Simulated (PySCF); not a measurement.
# C7H10Se: the cost of one run

Programs: PySCF 2.14.0, with routines of our own; each step states its level. All values are computed. Atoms count from 0.

### 1 The system as given

18 atoms, charge 0, multiplicity 1; geometry from: GFN2-xTB.

### 2 Vibronic structure: TDDFT PBE0/def2-SV(P)

The job: settings as JSON, then the geometry in Å.

```
{"job": {"kind": "vib", "xc": "PBE0", "basis": "def2-SV(P)", "tda": false}, "charge": 0, "multiplicity": 1}
C      1.073896    -0.368933     0.418720
C      0.232744     0.199519    -0.434950
C     -1.241240     0.205141    -0.332929
C     -1.977993    -0.980239     0.235141
C     -1.918690     0.292884     1.010257
C      0.812358     0.904767    -1.625200
Se     2.773890     0.774093    -1.466855
C      2.542195    -0.295112     0.179712
H      0.753770    -0.901576     1.301244
H     -1.728216     0.724881    -1.149443
H     -1.389817    -1.817427     0.577603
H     -2.912677    -1.263085    -0.224843
H     -1.289223     0.332340     1.885730
H     -2.812256     0.893220     1.088552
H      0.525509     1.958808    -1.649861
H      0.495684     0.435266    -2.559973
H      3.069756     0.196416     1.001038
H      2.981551    -1.284645     0.027764
```

With the program's defaults for keys left out, this is: TDDFT PBE0/def2-SV(P) vertical-gradient vibronic structure (displaced harmonic oscillators, Condon), gas phase.

Launch:

```bash
$ OMP_NUM_THREADS=1 python excited_run.py task.json out
```

This one command runs all jobs of the session in turn.

Q: Estimate the wall time and peak memory of this first job on 1 thread of Arm Neoverse N1, shared host.

About 77 s, with a peak of 0.89 GiB.
